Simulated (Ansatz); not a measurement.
Predict the output of the script below (the Python package of Ansatz (0.2.0)).

`run_ip.py`
```python
'''Vertical ionisation energy of AlCl2I.'''

import ansatz as az
from ase import Atoms


def single_point(molecule, charge=0, unpaired=0):
    calc = molecule.calculation().basis(gaussian='def2-SVP').functional('HF')
    if charge:
        calc = calc.charge(charge)
    if unpaired:
        calc = calc.spin('collinear', total=unpaired)
    return calc.run(threads=1).report['free_energy_ev']

atoms = Atoms(['Cl', 'Al', 'Cl', 'I'], positions=[
    (0.9052, 0.6502, 1.974),
    (0.0414, -0.0645, 0.0491),
    (0.5713, -2.0752, -0.6817),
    (-1.4624, 1.4293, -1.3617),
])
geometry = az.Crystal.molecule_from_ase(atoms)

# delta-SCF style differences, no relaxation
parent = single_point(geometry, 0, 0)
cation = single_point(geometry, 1, 1)
print(f'E(N)   = {parent:.5f} eV')
print(f'E(N-1) = {cation:.5f} eV  (1 unpaired)')
print(f'vertical ionisation energy {cation - parent:.3f} eV')
```

```console
$ python run_ip.py
E(N)   = -39658.11338 eV
E(N-1) = -39648.39685 eV  (1 unpaired)
vertical ionisation energy 9.717 eV
```

At this unrelaxed geometry removing an electron costs 9.72 eV.

What to keep in mind:
- Total energies depend on the basis set; only differences at equal settings carry meaning.
- The geometry is a force-field or estimated start, not a minimum of this method, and the basis set is short of its limit. All parts are taken at fixed geometry, without zero-point energy. At an unrelaxed start these energies can be a whole eV from those at the minimum, and a small affinity can change sign.
- def2 sets replace the cores of elements past krypton by effective core potentials.
- Hartree-Fock leaves correlation out, so bond, atomisation and ionisation energies come out well too low.
- The whole script took 6.5 s on 1 thread of Arm Neoverse V2 (shared host), peak memory 0.31 GiB.
